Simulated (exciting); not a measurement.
# TbHg (Pm-3m) in exciting: reference runs

How does TbHg come out in PBEsol? The cell is run as given.

All numbers are computed with exciting (release sodium); they aren't measurements. Logs are shortened: lines on timing, memory, paths and dates and some standing lists are left out, and cuts for length are marked.

## (1) The crystal as given

Symmetry: Pm-3m, No. 221, cubic system. The conventional cell has a = 3.678 Å, b = 3.678 Å, c = 3.678 Å, α = 90.00°, β = 90.00°, γ = 90.00°. Around Hg (site symmetry m-3m) lie 8 Tb at 3.19 Å. Tb (site symmetry m-3m) is surrounded by 8 Hg at 3.19 Å.

## (2) Single point, PBEsol, collinear spin, ferromagnetic start

input.xml reads:

```xml
<input>
  <title>TbHg</title>
  <structure speciespath="./" tshift="false">
    <crystal scale="1">
      <basevect>6.950412686374 0.000000000000 0.000000000000</basevect>
      <basevect>0.000000000000 6.950412686374 0.000000000000</basevect>
      <basevect>0.000000000000 0.000000000000 6.950412686374</basevect>
    </crystal>
    <species speciesfile="Hg.xml" rmt="2.3">
      <atom coord="0.000000000000 0.000000000000 0.000000000000" bfcmt="0 0 0"/>
    </species>
    <species speciesfile="Tb.xml" rmt="2.3">
      <atom coord="0.500000000000 0.500000000000 0.500000000000" bfcmt="0 0 -8"/>
    </species>
  </structure>
  <groundstate do="fromscratch" ngridk="7 7 7" rgkmax="9.5" gmaxvr="14" lmaxapw="10" lmaxmat="10" lmaxvr="8" xctype="GGA_PBE_SOL" stype="Fermi Dirac" swidth="0.00183747" nempty="26" ValenceRelativity="iora*" epsengy="1e-05" epspot="1e-05" maxscl="90" tforce="true" outputlevel="normal">
    <spin reducebf="0.5"/>
  </groundstate>
</input>
```

Potentials or basis: all-electron LAPW+lo, shipped species files, valence relativity iora*.

Launch:

```console
$ OMP_NUM_THREADS=1 exciting_smp
```

INFO.OUT:

```text
================================================================================
EXCITING SODIUM started
[... 10 lines left out ...]

 Lattice vectors (cartesian) :
      6.9504126864      0.0000000000      0.0000000000
      0.0000000000      6.9504126864      0.0000000000
      0.0000000000      0.0000000000      6.9504126864

 Reciprocal lattice vectors (cartesian) :
      0.9040017609      0.0000000000      0.0000000000
      0.0000000000      0.9040017609      0.0000000000
      0.0000000000      0.0000000000      0.9040017609

 Unit cell volume                           :     335.7621799018
 Brillouin zone volume                      :       0.7387675810

 Species :    1 (Hg)
     parameters loaded from                 :    Hg.xml
     name                                   :    mercury
     nuclear charge                         :     -80.00000000
     electronic charge                      :      80.00000000
     atomic mass                            :  365653.20120000
     muffin-tin radius                      :       2.30000000
     # of radial points in muffin-tin       :     450

     atomic positions (lattice) :
       1 :   0.00000000  0.00000000  0.00000000

     magnetic fields (cartesian) :
       1 :   0.00000000  0.00000000  0.00000000

 Species :    2 (Tb)
     parameters loaded from                 :    Tb.xml
     name                                   :    terbium
     nuclear charge                         :     -65.00000000
     electronic charge                      :      65.00000000
     atomic mass                            :  289703.17220000
     muffin-tin radius                      :       2.30000000
     # of radial points in muffin-tin       :     450

     atomic positions (lattice) :
       1 :   0.50000000  0.50000000  0.50000000

     magnetic fields (cartesian) :
       1 :   0.00000000  0.00000000 -8.00000000

 Total number of atoms per unit cell        :       2

 Spin treatment                             :    spin-polarised
[... 29 lines left out ...]
 Number of empty states                     :      26
 Total number of valence states             :      90

 Maximum Hamiltonian size                   :     445
 Maximum number of plane-waves              :     413
 Total number of local-orbitals             :      32

 Exchange-correlation type                  :      22
[... 23 lines left out ...]
+ SCF iteration number :    1                                                  +
++++++++++++++++++++++++++++++++++++++++++++++++++++++++++++++++++++++++++++++++
 Total energy                               :    -31238.93276121
 _______________________________________________________________
 Fermi energy                               :         0.40338478
 Kinetic energy                             :     35571.04148160
 Coulomb energy                             :    -66191.64775644
 Exchange energy                            :      -608.65880470
 Correlation energy                         :        -9.66768167
 No external B-field energy in total energy
[... 359 lines left out ...]
 RMS change in effective potential (target) :  0.253776E-02  ( 0.100000E-04)
 Absolute change in total energy   (target) :  0.213475      ( 0.100000E-04)
 Charge distance                   (target) :  0.110563E-02  ( 0.100000E-04)
 Abs. change in max-nonIBS-force   (target) :   0.00000      ( 0.500000E-04)

++++++++++++++++++++++++++++++++++++++++++++++++++++++++++++++++++++++++++++++++
[... 21 further cycles ...]
+ SCF iteration number :   32                                                  +
++++++++++++++++++++++++++++++++++++++++++++++++++++++++++++++++++++++++++++++++
 Total energy                               :    -31371.68024420
 _______________________________________________________________
 Fermi energy                               :         0.35171828
 Kinetic energy                             :     35492.61338926
 Coulomb energy                             :    -66242.50164597
 Exchange energy                            :      -612.07863819
 Correlation energy                         :        -9.71334930
 No external B-field energy in total energy
[... 364 lines left out ...]
 RMS change in effective potential (target) :  0.580760E-08  ( 0.100000E-04)
 Absolute change in total energy   (target) :  0.263948E-05  ( 0.100000E-04)
 Charge distance                   (target) :  0.660770E-09  ( 0.100000E-04)
 Abs. change in max-nonIBS-force   (target) :   0.00000      ( 0.500000E-04)

++++++++++++++++++++++++++++++++++++++++++++++++++++++++++++++++++++++++++++++++
| Convergency criteria checked for the last 2 iterations                       +
| Convergence targets achieved. Performing final SCF iteration                 +
++++++++++++++++++++++++++++++++++++++++++++++++++++++++++++++++++++++++++++++++
 Total energy                               :    -31371.68026453
 _______________________________________________________________
 Fermi energy                               :         0.35171828
 Kinetic energy                             :     35492.61337757
 Coulomb energy                             :    -66242.50165402
 Exchange energy                            :      -612.07863877
 Correlation energy                         :        -9.71334931
 No external B-field energy in total energy
[... 14 lines left out ...]
 Moments :
     interstitial                           :         0.21011791
     moment in muffin-tin spheres :
                  atom     1    Hg          :         0.00062342
                  atom     2    Tb          :         5.66986532
     total moment in muffin-tins            :         5.67048875
     total moment                           :         5.88060665

++++++++++++++++++++++++++++++++++++++++++++++++++++++++++++++++++++++++++++++++
+ Self-consistent loop stopped                                                 +
++++++++++++++++++++++++++++++++++++++++++++++++++++++++++++++++++++++++++++++++
 STATE.OUT is written

--------------------------------------------------------------------------------
- Writing atomic positions and forces                                          -
--------------------------------------------------------------------------------

 Atomic positions (lattice) :
 atom     1  Hg  :     0.00000000    0.00000000    0.00000000
 atom     2  Tb  :     0.50000000    0.50000000    0.50000000

 Total atomic forces including IBS (cartesian) :
 atom     1  Hg  :    -0.00000000    0.00000000    0.00000000
 atom     2  Tb  :     0.00000000    0.00000000    0.00000000

 Atomic force components including IBS (cartesian) :
 atom     1  Hg  :     0.00000000    0.00000000    0.00000000   HF force
                 :     0.00000000    0.00000000    0.00000000   core correction
                 :    -0.00000000    0.00000000    0.00000000   IBS correction
 atom     2  Tb  :    -0.00000000   -0.00000000    0.00000000   HF force
                 :    -0.00000000   -0.00000000    0.00000000   core correction
                 :     0.00000000   -0.00000000    0.00000000   IBS correction

********************************************************************************
[... 7 lines left out ...]
| EXCITING SODIUM stopped                                                      =
================================================================================
```

WARNINGS.OUT:

```text
Inversion symmetry is present. Consider using input%groundstate%solver%type = "inversionsymmetry"
```

Run time: 8.8 min. Hardware: 1 thread of Arm Neoverse N1, shared host; peak memory 0.18 GiB.

Results:

- Free energy: -853666.9961 eV
- Band gap on the k mesh: none (metal or under the smearing width)
- Net moment: 5.88 μB per cell
- Site moments: Hg +0.00; Tb +5.67 μB
- All electrons inside the program's atomic spheres: Hg 77.67; Tb 62.07 (radii Hg 2.3, Tb 2.3 bohr)

Levels at points of the mesh, in eV from the Fermi level:
Spin up:
| k point | band 18 | band 19 | band 20 | band 21 | band 22 | band 23 | band 24 | band 25 |
| --- | --- | --- | --- | --- | --- | --- | --- | --- |
| (0.00, 0.00, 0.00) | -4.02 | -4.02 | -3.25 | 0.25 | 0.25 | 4.45 | 4.45 | 4.45 |
Spin down:
```
           k point  band 13  band 14  band 15  band 16  band 17  band 18
(0.00, 0.00, 0.00)    -7.20    -0.05     0.07     0.07     0.07     0.47
```

Caveat: the magnetic or orbital state may not be the lowest; the log's total energy holds no entropy term; the free energy is that total less TS from the occupations; without U or exact exchange the open f shell lies at the Fermi level, which spoils levels, moments and volumes.
